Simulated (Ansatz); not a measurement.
**WSe₂: a line through an energy map**

One line of a two-coordinate grid on WSe2 (P-6m2, No. 187; 3 atoms in the cell): shift of Se2 along [0 0 1] is varied, at volume per atom at fixed shape = 17.23 Å³.

Computed with Ansatz 0.2.0 (DFT LDA+D3(BJ), scalar-relativistic, plane waves, PAW, unless a step's input says otherwise).

16 further runs of the same task are left out: 16 set aside as unsound or not needed.

### Step 1. The starting structure

Symmetry: P-6m2, No. 187, hexagonal system. Conventional cell: a = 3.207 Å, b = 3.207 Å, c = 6.746 Å, α = 90.00°, β = 90.00°, γ = 120.00°. Around W (site symmetry -6m2) lie 6 Se at 2.50 Å. Around Se (site symmetry 3m) lie 3 W at 2.50 Å.

Structure file:

```
CELL_PARAMETERS angstrom
3.20704 0.00000 0.00000
-1.60352 2.77738 0.00000
0.00000 0.00000 6.74642
ATOMIC_POSITIONS crystal
W 0.00000 0.00000 0.00000
Se 0.33333 0.66667 0.24802
Se 0.33333 0.66667 0.75198
```

It goes back to an entry of the Materials Project, which need not be the stable form.

This cell was relaxed beforehand with the same method: volume 20.03 Å³/atom, gap on the mesh 1.06 eV.

### Step 2. What is varied

Atoms count from 1 in the order of the input.

The energy is mapped over a free internal coordinate and the cell.

- shift of Se2 along [0 0 1], its symmetry partners moved as symmetry demands (measured in the relaxed cell): 7 values from −0.3 to 0.3 Å
- volume per atom at fixed shape: 7 values from 17.23 to 22.84 Å³

Nothing else is relaxed (all other coordinates fixed). Energies count from the relaxed crystal. Points are written as (first, second).

### Step 3. The run at (−0.3 Å, 17.23 Å³)

Contents of input.yaml:

```yaml
crystal:
  lattice:
    - [3.0497815018, 0.0, 0.0]
    - [-1.5248907509, 2.6411882566, 0.0]
    - [0.0, 0.0, 6.4156049538]
  atoms:
    - { symbol: W, position: [0.0, 0.0, 0.0] }
    - { symbol: Se, position: [0.3333333333, 0.6666666667, 0.2036989477] }
    - { symbol: Se, position: [0.3333333333, 0.6666666667, 0.7963010523] }
basis:
  ecutwfc: 420
kpoints:
  mp_grid: { grid: [12, 12, 4] }
hamiltonian:
  xc: lda
  pseudopotentials: { kind: paw, azcp: { folder: soft_1 } }
  dispersion: d3bj
scf:
  occupations: { method: gaussian, width: 0.05 }
output:
  forces: true
  stress: true
  eigenvalues: true
```

The run is started by

```
$ ansatz run input.yaml --threads 1 --pin off --max-ram 2048MiB --backend cpu --events-out ev --progress --plain --runs-dir out
```

The program printed, cut to the lines that bear on the results:

```text
Warning: <dir> the record states the generating functional pbe (its physics header spells it `PBE`), which answers neither for hamiltonian.xc's functional nor for the lda family's — results may be inconsistent (PPs are generated against a specific XC)
[...]
Warning: the engine holds no damping parameters fitted to this dispersion correction and functional, so the run takes those fitted to pbe (hamiltonian.dispersion, under Limitations)
Warning: RAYON_NUM_THREADS=1 ignored (pool sized by the plan → 1); use --threads N
[...]
Pseudopotentials: kind: paw
Pseudopotential: W, paw, valence charge 14, recommended cutoff 420 eV (normal), <dir>
Pseudopotential: Se, paw, valence charge 16, recommended cutoff 420 eV (normal), <dir>
Functional definition: SPW92
[...]
Crystal: 3 atoms, lattice volume = 51.678 Å³
Basis set: ecut = 420 eV, 993 PW (Γ)
Bands: 28, of which v1, the nominal top of the filled ones, is band 23 counted from 1 (22 counted from 0)
Symmetry: 12 space group operations
Space group: P-6m2 (ITA 187), of the structure as read, at distance tolerance 3.7e-5 Å
k-points: 57 of 576 (time reversal used)
[...]
SCF iter   1: F=—  HF=-20895.940547 eV  |F-HF|=—  |Δ(HF+E_count)|=         —  Δρ=5.71e-2  dr2=5.15e0  ethr=3.10e-3  ⟨swp⟩=7.2  Hψ=7379  notcnv=0
[...]
SCF iter  10: F=-20894.755874 eV  HF=-20894.755874 eV  |F-HF|=4.69e-10  |Δ(HF+E_count)|=   7.88e-9  Δρ=3.28e-6  dr2=4.00e-9  ethr=2.17e-10  ⟨swp⟩=6.6  Hψ=7447  notcnv=0
[...]
SCF converged after 10 iterations
Free energy (F): -20894.755874 eV
[...]
E sigma→0 (E₀):  -20894.755819 eV
Entropy (-TS):   -0.000110 eV (-0.037 meV/atom)
Fermi energy:    15.567377 eV
[...]
--- Forces (eV/Å), atoms counted from 1 ---
  atom   1  W      0.00000000     0.00000000     0.00000000
  atom   2  Se     0.00000000    -0.00000000    14.73709590
  atom   3  Se     0.00000000    -0.00000000   -14.73709590
[...]
--- Stress (GPa, compression-positive) ---
       81.553288      -0.000000       0.000000
       -0.000000      81.553288       0.000000
        0.000000       0.000000     115.542251
  P = ⅓ Tr σ = 92.8829 GPa (928.829 kbar)
--- Band table (eV; the first three rows and the last of 57) ---
  k-point 0: bands = ["-58.8265", "-33.3313", "-33.3313", "-33.3129", "-33.3129", "-33.2662", "-33.2662", "-33.2533", "-33.2500", "-33.2500", "-33.2151", "-23.6076", "-23.3019", "-23.3019", "-3.0820", "0.7089", "6.1800", "9.5444", "9.5444", "11.9542", "11.9542", "14.2173", "14.4846", [...]
[...]
```

Run time: 11 s. Hardware: 1 thread of Arm Neoverse V1, shared host; peak memory 0.32 GiB.

On the map this point reads 1855 meV/atom.

### Step 4. Point (−0.2 Å, 17.23 Å³)

Edit input.yaml of step 3 so:

```diff
@@ -7,4 +7,4 @@
     - { symbol: W, position: [0.0, 0.0, 0.0] }
-    - { symbol: Se, position: [0.3333333333, 0.6666666667, 0.2036989477] }
-    - { symbol: Se, position: [0.3333333333, 0.6666666667, 0.7963010523] }
+    - { symbol: Se, position: [0.3333333333, 0.6666666667, 0.2184771471] }
+    - { symbol: Se, position: [0.3333333333, 0.6666666667, 0.7815228529] }
 basis:
```

The run is started by

```
$ ansatz run input.yaml --threads 1 --pin off --max-ram 2048MiB --backend cpu --events-out ev --progress --plain --runs-dir out
```

The program printed, cut to the lines that bear on the results:

```text
[...]
SCF converged after 8 iterations
Free energy (F): -20897.106361 eV
[...]
E sigma→0 (E₀):  -20897.106361 eV
Entropy (-TS):   -0.000000 eV (-0.000 meV/atom)
Fermi energy:    15.794695 eV
[...]
--- Forces (eV/Å), atoms counted from 1 ---
  atom   1  W      0.00000000     0.00000000     0.00000000
  atom   2  Se    -0.00000000    -0.00000000    10.23730221
  atom   3  Se     0.00000000    -0.00000000   -10.23730221
[...]
--- Stress (GPa, compression-positive) ---
       60.015067       0.000000       0.000000
        0.000000      60.015067       0.000000
        0.000000       0.000000      86.914368
  P = ⅓ Tr σ = 68.9815 GPa (689.815 kbar)
--- Band table (eV; the first three rows and the last of 57) ---
[...]
```

Run time: 9.9 s. Hardware: 1 thread of Arm Neoverse V1, shared host; peak memory 0.32 GiB.

On the map this point reads 1072 meV/atom.

### Step 5. The run at (−0.1 Å, 17.23 Å³)

Edit input.yaml of step 4 so:

```diff
@@ -7,4 +7,4 @@
     - { symbol: W, position: [0.0, 0.0, 0.0] }
-    - { symbol: Se, position: [0.3333333333, 0.6666666667, 0.2184771471] }
-    - { symbol: Se, position: [0.3333333333, 0.6666666667, 0.7815228529] }
+    - { symbol: Se, position: [0.3333333333, 0.6666666667, 0.2332405238] }
+    - { symbol: Se, position: [0.3333333333, 0.6666666667, 0.7667594762] }
 basis:
```

The run is started by

```
$ ansatz run input.yaml --threads 1 --pin off --max-ram 2048MiB --backend cpu --events-out ev --progress --plain --runs-dir out
```

The program printed, cut to the lines that bear on the results:

```text
[...]
SCF converged after 9 iterations
Free energy (F): -20898.671346 eV
[...]
E sigma→0 (E₀):  -20898.671346 eV
Fermi energy:    15.915012 eV
[...]
--- Forces (eV/Å), atoms counted from 1 ---
  atom   1  W      0.00000000     0.00000000     0.00000000
  atom   2  Se    -0.00000000    -0.00000000     6.40912249
  atom   3  Se    -0.00000000    -0.00000000    -6.40912249
[...]
--- Stress (GPa, compression-positive) ---
       43.329431      -0.000000       0.000000
       -0.000000      43.329431       0.000000
        0.000000       0.000000      59.996290
  P = ⅓ Tr σ = 48.8851 GPa (488.851 kbar)
--- Band table (eV; the first three rows and the last of 57) ---
[...]
```

It took 11 s on 1 thread of Arm Neoverse V1, shared host; peak memory 0.32 GiB.

On the map this point reads 550 meV/atom.

### Step 6. Grid point (0.0 Å, 17.23 Å³)

Edit input.yaml of step 5 so:

```diff
@@ -7,4 +7,4 @@
     - { symbol: W, position: [0.0, 0.0, 0.0] }
-    - { symbol: Se, position: [0.3333333333, 0.6666666667, 0.2332405238] }
-    - { symbol: Se, position: [0.3333333333, 0.6666666667, 0.7667594762] }
+    - { symbol: Se, position: [0.3333333333, 0.6666666667, 0.2480187231] }
+    - { symbol: Se, position: [0.3333333333, 0.6666666667, 0.7519812769] }
 basis:
```

The run is started by

```
$ ansatz run input.yaml --threads 1 --pin off --max-ram 2048MiB --backend cpu --events-out ev --progress --plain --runs-dir out
```

The program printed, cut to the lines that bear on the results:

```text
Warning: <dir> the record states the generating functional pbe (its physics header spells it `PBE`), which answers neither for hamiltonian.xc's functional nor for the lda family's — results may be inconsistent (PPs are generated against a specific XC)
[...]
Warning: the engine holds no damping parameters fitted to this dispersion correction and functional, so the run takes those fitted to pbe (hamiltonian.dispersion, under Limitations)
Warning: RAYON_NUM_THREADS=1 ignored (pool sized by the plan → 1); use --threads N
[...]
[... 4 set-up lines as earlier in the session ...]
[...]
Crystal: 3 atoms, lattice volume = 51.678 Å³
Basis set: ecut = 420 eV, 993 PW (Γ)
Bands: 28, of which v1, the nominal top of the filled ones, is band 23 counted from 1 (22 counted from 0)
[... 2 set-up lines as earlier in the session ...]
k-points: 57 of 576 (time reversal used)
[...]
SCF iter   1: F=—  HF=-20900.742750 eV  |F-HF|=—  |Δ(HF+E_count)|=         —  Δρ=4.93e-2  dr2=5.87e0  ethr=3.10e-3  ⟨swp⟩=6.3  Hψ=6812  notcnv=0
[...]
SCF iter   9: F=-20899.576381 eV  HF=-20899.576381 eV  |F-HF|=3.60e-10  |Δ(HF+E_count)|=   2.72e-8  Δρ=5.26e-6  dr2=6.76e-9  ethr=2.17e-10  ⟨swp⟩=4.6  Hψ=5608  notcnv=0
[...]
SCF converged after 9 iterations
Free energy (F): -20899.576381 eV
[...]
E sigma→0 (E₀):  -20899.576381 eV
Fermi energy:    15.640202 eV
[...]
--- Forces (eV/Å), atoms counted from 1 ---
  atom   1  W      0.00000000     0.00000000     0.00000000
  atom   2  Se     0.00000000    -0.00000000     3.23241827
  atom   3  Se     0.00000000    -0.00000000    -3.23241827
[...]
--- Stress (GPa, compression-positive) ---
       30.316696       0.000000       0.000000
       -0.000000      30.316696       0.000000
        0.000000       0.000000      36.824078
  P = ⅓ Tr σ = 32.4858 GPa (324.858 kbar)
--- Band table (eV; the first three rows and the last of 57) ---
[...]
```

Run time: 11 s. Hardware: 1 thread of Arm Neoverse V1, shared host; peak memory 0.32 GiB.

Energy on the map's scale: 248 meV/atom.

### Step 7. Point (0.1 Å, 17.23 Å³)

Edit input.yaml of step 6 so:

```diff
@@ -7,4 +7,4 @@
     - { symbol: W, position: [0.0, 0.0, 0.0] }
-    - { symbol: Se, position: [0.3333333333, 0.6666666667, 0.2480187231] }
-    - { symbol: Se, position: [0.3333333333, 0.6666666667, 0.7519812769] }
+    - { symbol: Se, position: [0.3333333333, 0.6666666667, 0.2627969224] }
+    - { symbol: Se, position: [0.3333333333, 0.6666666667, 0.7372030776] }
 basis:
```

The run is started by

```
$ ansatz run input.yaml --threads 1 --pin off --max-ram 2048MiB --backend cpu --events-out ev --progress --plain --runs-dir out
```

The program printed, cut to the lines that bear on the results:

```text
[...]
SCF converged after 9 iterations
Free energy (F): -20899.929157 eV
[...]
E sigma→0 (E₀):  -20899.929157 eV
Fermi energy:    15.438435 eV
[...]
--- Forces (eV/Å), atoms counted from 1 ---
  atom   1  W      0.00000000     0.00000000     0.00000000
  atom   2  Se    -0.00000000    -0.00000000     0.56210355
  atom   3  Se     0.00000000    -0.00000000    -0.56210355
[...]
--- Stress (GPa, compression-positive) ---
       20.493653       0.000000       0.000000
        0.000000      20.493653       0.000000
        0.000000       0.000000      17.899720
  P = ⅓ Tr σ = 19.6290 GPa (196.290 kbar)
--- Band table (eV; the first three rows and the last of 57) ---
[...]
```

Wall time 10 s (1 thread of Arm Neoverse V1, shared host); peak memory 0.32 GiB.

On the map this point reads 131 meV/atom.

### Step 8. Point (0.3 Å, 17.23 Å³)

Edit input.yaml of step 7 so:

```diff
@@ -7,4 +7,4 @@
     - { symbol: W, position: [0.0, 0.0, 0.0] }
-    - { symbol: Se, position: [0.3333333333, 0.6666666667, 0.2627969224] }
-    - { symbol: Se, position: [0.3333333333, 0.6666666667, 0.7372030776] }
+    - { symbol: Se, position: [0.3333333333, 0.6666666667, 0.2923384985] }
+    - { symbol: Se, position: [0.3333333333, 0.6666666667, 0.7076615015] }
 basis:
```

The run is started by

```
$ ansatz run input.yaml --threads 1 --pin off --max-ram 2048MiB --backend cpu --events-out ev --progress --plain --runs-dir out
```

The program printed, cut to the lines that bear on the results:

```text
Warning: <dir> the record states the generating functional pbe (its physics header spells it `PBE`), which answers neither for hamiltonian.xc's functional nor for the lda family's — results may be inconsistent (PPs are generated against a specific XC)
[...]
Warning: the engine holds no damping parameters fitted to this dispersion correction and functional, so the run takes those fitted to pbe (hamiltonian.dispersion, under Limitations)
Warning: RAYON_NUM_THREADS=1 ignored (pool sized by the plan → 1); use --threads N
[...]
[... 4 set-up lines as earlier in the session ...]
[...]
Crystal: 3 atoms, lattice volume = 51.678 Å³
Basis set: ecut = 420 eV, 993 PW (Γ)
Bands: 28, of which v1, the nominal top of the filled ones, is band 23 counted from 1 (22 counted from 0)
[... 2 set-up lines as earlier in the session ...]
k-points: 57 of 576 (time reversal used)
[...]
SCF iter   1: F=—  HF=-20900.587900 eV  |F-HF|=—  |Δ(HF+E_count)|=         —  Δρ=5.10e-2  dr2=9.17e0  ethr=3.10e-3  ⟨swp⟩=5.6  Hψ=6320  notcnv=0
[...]
SCF iter   9: F=-20899.300429 eV  HF=-20899.300429 eV  |F-HF|=6.02e-9  |Δ(HF+E_count)|=   8.37e-9  Δρ=5.96e-6  dr2=1.49e-8  ethr=2.17e-10  ⟨swp⟩=9.4  Hψ=6827  notcnv=0
[...]
SCF converged after 9 iterations
Free energy (F): -20899.300429 eV
[...]
E sigma→0 (E₀):  -20899.300001 eV
Entropy (-TS):   -0.000857 eV (-0.286 meV/atom)
Fermi energy:    15.462452 eV
[...]
--- Forces (eV/Å), atoms counted from 1 ---
  atom   1  W      0.00000000     0.00000000     0.00000000
  atom   2  Se     0.00000000    -0.00000000    -3.63665008
  atom   3  Se     0.00000000    -0.00000000     3.63665008
[...]
--- Stress (GPa, compression-positive) ---
        8.255266       0.000000       0.000000
        0.000000       8.255266       0.000000
        0.000000       0.000000      -4.662815
  P = ⅓ Tr σ = 3.9492 GPa (39.492 kbar)
--- Band table (eV; the first three rows and the last of 57) ---
[...]
```

It took 9.6 s on 1 thread of Arm Neoverse V1, shared host; peak memory 0.32 GiB.

On the map this point reads 340 meV/atom.

### Step 9. The line in numbers

| shift of Se2 along [0 0 1], its symmetry partners moved as symmetry demands (measured in the relaxed cell) (Å) | step | energy (meV/atom) | slope (meV/atom per Å) | pressure (GPa) | band gap on the k-mesh (eV) | largest force on an atom (eV/Å) |
| --- | --- | --- | --- | --- | --- | --- |
| −0.3 | 3 | 1855 | −9343 | 93 | 0.00 | 14.7 |
| −0.2 | 4 | 1072 | −6490 | 69 | 0.26 | 10.2 |
| −0.1 | 5 | 550 | −4063 | 49 | 1.08 | 6.4 |
| 0.0 | 6 | 248 | −2049 | 32 | 0.99 | 3.2 |
| 0.1 | 7 | 131 | −356 | 20 | 0.76 | 0.6 |
| 0.2 | – | 169 | 1092 | 10 | 0.33 | 1.7 |
| 0.3 | 8 | 340 | 2306 | 4 | 0.00 | 3.6 |

Energies count from the relaxed crystal. Rows without a step come from runs not printed here or follow by symmetry. Slopes come from the forces (and the stress, where the cell changes), not from differences of energies.

Along the line the energy is lowest at 0.1 Å, 131 meV/atom from the zero. A fit to energies and slopes at the lowest point and its two neighbours puts the minimum at 0.12 Å, with a curvature of about 15000 meV/atom per Å². The highest point computed, at −0.3 Å, lies 1724 meV/atom above the lowest. The gap on the mesh reads zero on part of the line; semilocal functionals close small gaps early. This is one cut through a surface in two coordinates; the map's lowest point lies off it. With the other coordinates free, the energies away from the reference would be the same or lower. The gap on the mesh closes on part of the grid. Spin-orbit coupling is left out, which matters for the bands of W.
